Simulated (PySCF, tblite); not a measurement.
# C5H11F2NSi: geometry, infrared bands and NMR shifts

Wanted: the infrared bands and NMR shifts of C5H11F2NSi (`C/C(=C\CN[SiH3])C(F)F`), by calculation.

The runs use tblite 0.8.0 and PySCF 2.14.0, with density-fitted response routines of our own; the level of theory stands in each step. All values are computed, except where a source is named. Atoms count from 0, in the outputs and in this text.

## 1. The starting structure

20 atoms, charge 0, multiplicity 1; geometry from: force field or distance geometry start.

Bonds of the start (Å): C0–C1 1.49, C1–C2 1.34, C2–C3 1.46, C3–N4 1.43, N4–Si5 1.80, C1–C6 1.50, C6–F7 1.39, C6–F8 1.39, C0–H9 1.11, C0–H10 1.11, C0–H11 1.11, C2–H12 1.08, C3–H13 1.11, C3–H14 1.12, N4–H15 1.04, Si5–H16 1.45, Si5–H17 1.49, Si5–H18 1.47, C6–H19 1.09.

## 2. Geometry optimisation with GFN2-xTB

The job: settings as JSON, then the geometry in Å.

```
{"job": {"kind": "relax", "xc": "GFN2-xTB", "basis": "xTB"}, "charge": 0, "multiplicity": 1}
C     -1.693600     0.945400     0.611700
C     -1.500200    -0.418300     0.050500
C     -0.278100    -0.969800    -0.046200
C      0.933600    -0.261800     0.351300
N      1.907700    -0.058800    -0.682200
Si     3.266800     0.808100     0.118000
C     -2.676900    -1.227200    -0.395400
F     -3.464600    -1.359500     0.744900
F     -3.384500    -0.514600    -1.359300
H     -1.407300     0.903000     1.687400
H     -2.754100     1.251400     0.510600
H     -1.019100     1.693600     0.151500
H     -0.223000    -1.971500    -0.453100
H      0.757300     0.724800     0.821700
H      1.411500    -0.860000     1.162800
H      1.586800     0.574400    -1.436000
H      2.934600     2.198800     0.379400
H      3.437100     0.156500     1.451600
H      4.538400     0.614300    -0.586100
H     -2.377500    -2.218300    -0.724900
```

Started as:

```sh
$ OMP_NUM_THREADS=1 python probes_run.py task.json out
```

The driver reads the jobs from task.json and runs them one after another.

**Question.** This job is followed by: GFN2-xTB harmonic vibrations, gas phase; GIAO PBE0/pcSseg-1 NMR shielding, non-relativistic, gas phase. Predict these results of the whole session: strongest single infrared mode (GFN2-xTB); zero-point energy (GFN2-xTB); ¹³C shifts against TMS (PBE0/pcSseg-1); ¹H shifts against TMS (PBE0/pcSseg-1, means over atoms taken as alike); ¹⁵N shifts against NH3 (PBE0/pcSseg-1); ²⁹Si shifts against TMS (PBE0/pcSseg-1); ¹⁹F shifts against CFCl3 (PBE0/pcSseg-1, means over atoms taken as alike).

The runs gave:

| quantity | value |
| --- | --- |
| strongest single infrared mode (GFN2-xTB) | 2174 cm⁻¹, 401 km/mol |
| zero-point energy (GFN2-xTB) | 93.1 kcal/mol |
| ¹³C shifts against TMS (PBE0/pcSseg-1) | 143.8, 139.3, 125.1, 45.3, 11.2 ppm |
| ¹H shifts against TMS (PBE0/pcSseg-1, means over atoms taken as alike) | 6.15, 6.00, 4.73, 3.63, 1.98, -0.23 ppm |
| ¹⁵N shifts against NH3 (PBE0/pcSseg-1) | 20.8 ppm |
| ²⁹Si shifts against TMS (PBE0/pcSseg-1) | -56.0 ppm |
| ¹⁹F shifts against CFCl3 (PBE0/pcSseg-1, means over atoms taken as alike) | -132.6 ppm |

In words: The optimisation took 134 steps and gained 0.833 eV; among the close pairs (by a distance rule), N4–Si5 changed most, from 1.800 to 1.717 Å. All 54 modes are real, so the xTB geometry is a minimum. The strongest single mode, at 2174 cm⁻¹, moves mainly H16. Unscaled tight-binding wavenumbers are off by several per cent, some by more. Its intensities can rank the bands wrongly. The most deshielded hydrogen is H19 (hydrogen on an allylic sp3 CH bonded to 2 F), at 6.15 ppm: its carbon carries F, which withdraws density. At PBE0/pcSseg-1: The largest span, 204 ppm, is at C1, where the paramagnetic term is -215 ppm.
